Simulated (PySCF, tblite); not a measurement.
# C₁₀H₁₆: geometry, infrared bands and NMR shifts

Aim: predict the infrared bands and NMR shifts of C₁₀H₁₆ (`C/C=C/C=C\CC1CCC1`).

Programs: tblite 0.8.0 and PySCF 2.14.0, with density-fitted response routines of our own. Each step states its level of theory. These are calculated values for one molecule in the gas phase, unless marked as measured. Atoms count from 0, in the outputs and in this text.

## (1) The starting structure

26 atoms, charge 0, multiplicity 1; geometry from: force field or distance geometry start.

Bonds of the start (Å): C0–C1 1.50, C1–C2 1.31, C2–C3 1.45, C3–C4 1.31, C4–C5 1.48, C5–C6 1.53, C6–C7 1.52, C7–C8 1.50, C8–C9 1.52, C9–C6 1.51, C0–H10 1.12, C0–H11 1.11, C0–H12 1.11, C1–H13 1.10, C2–H14 1.09, C3–H15 1.08, C4–H16 1.08, C5–H17 1.13, C5–H18 1.09, C6–H19 1.09, C7–H20 1.11, C7–H21 1.09, C8–H22 1.13, C8–H23 1.12, C9–H24 1.13, C9–H25 1.09.

## (2) Optimising the geometry with GFN2-xTB

The job: settings as JSON, then the geometry in Å.

```
{"job": {"kind": "relax", "xc": "GFN2-xTB", "basis": "xTB"}, "charge": 0, "multiplicity": 1}
C      3.950900     1.253600     0.414500
C      3.141900     0.318000    -0.442800
C      1.967900    -0.132900    -0.086000
C      1.288200    -1.031400    -1.005300
C      0.109300    -1.572000    -0.801900
C     -0.699800    -1.285800     0.397900
C     -1.984900    -0.653900    -0.141900
C     -2.968400    -0.274500     0.951200
C     -2.980100     1.141600     0.451600
C     -1.731600     0.824200    -0.346700
H      4.691300     1.798200    -0.223600
H      4.549900     0.655900     1.127300
H      3.280400     1.960400     0.938100
H      3.644500     0.019900    -1.374100
H      1.553100     0.223500     0.853000
H      1.806500    -1.308700    -1.910800
H     -0.301100    -2.235700    -1.545900
H     -1.024300    -2.268400     0.857900
H     -0.225800    -0.671800     1.165900
H     -2.401600    -1.208800    -0.986000
H     -3.989600    -0.693600     0.849900
H     -2.534400    -0.422700     1.940300
H     -2.769600     1.847600     1.304700
H     -3.856100     1.396700    -0.200500
H     -0.825000     1.160600     0.228700
H     -1.712500     1.182800    -1.372200
```

Launch:

```console
$ OMP_NUM_THREADS=1 python probes_run.py task.json out
```

The driver reads the jobs from task.json and runs them one after another.

**Question.** This job is followed by: GFN2-xTB harmonic vibrations, gas phase; GIAO PBE0/pcSseg-1 NMR shielding, non-relativistic, gas phase. Predict these results of the whole session: strongest single infrared mode (GFN2-xTB); zero-point energy (GFN2-xTB); 13C shifts against TMS (PBE0/pcSseg-1, means over atoms taken as alike); 1H shifts against TMS (PBE0/pcSseg-1, means over atoms taken as alike); surface potential, 1st and 99th percentile.

**Answer**, as computed:

| quantity | value |
| --- | --- |
| strongest single infrared mode (GFN2-xTB) | 3070 cm⁻¹, 134 km/mol |
| zero-point energy (GFN2-xTB) | 144.5 kcal/mol |
| 13C shifts against TMS (PBE0/pcSseg-1, means over atoms taken as alike) | 138.2, 137.0, 136.0, 133.8, 41.7, 35.3, 27.6, 22.7, 16.3 ppm |
| 1H shifts against TMS (PBE0/pcSseg-1, means over atoms taken as alike) | 6.78, 6.21, 5.93, 5.40, 2.29, 2.27, 2.14, 2.00, 1.95, 1.84, 1.68 ppm |
| surface potential, 1st and 99th percentile | -0.80 V and 0.68 V |

What this shows: Over 116 steps the energy fell by 0.731 eV; of the close pairs, C8–H22 changed most, 1.127 to 1.088 Å. No mode is imaginary among the 72: a minimum at this level. The strongest single mode, at 3070 cm⁻¹, moves mainly H14. GFN2-xTB is a fitted tight-binding method: band positions and strengths are rough. Its intensities can rank the bands wrongly. By nearest atom (PBE0/pcSseg-1), the HOMO sits on C1, C4 about 24 % each; C2, C3 about 14 % each and the LUMO on C1, C4 about 23 % each; C2, C3 about 13 % each.
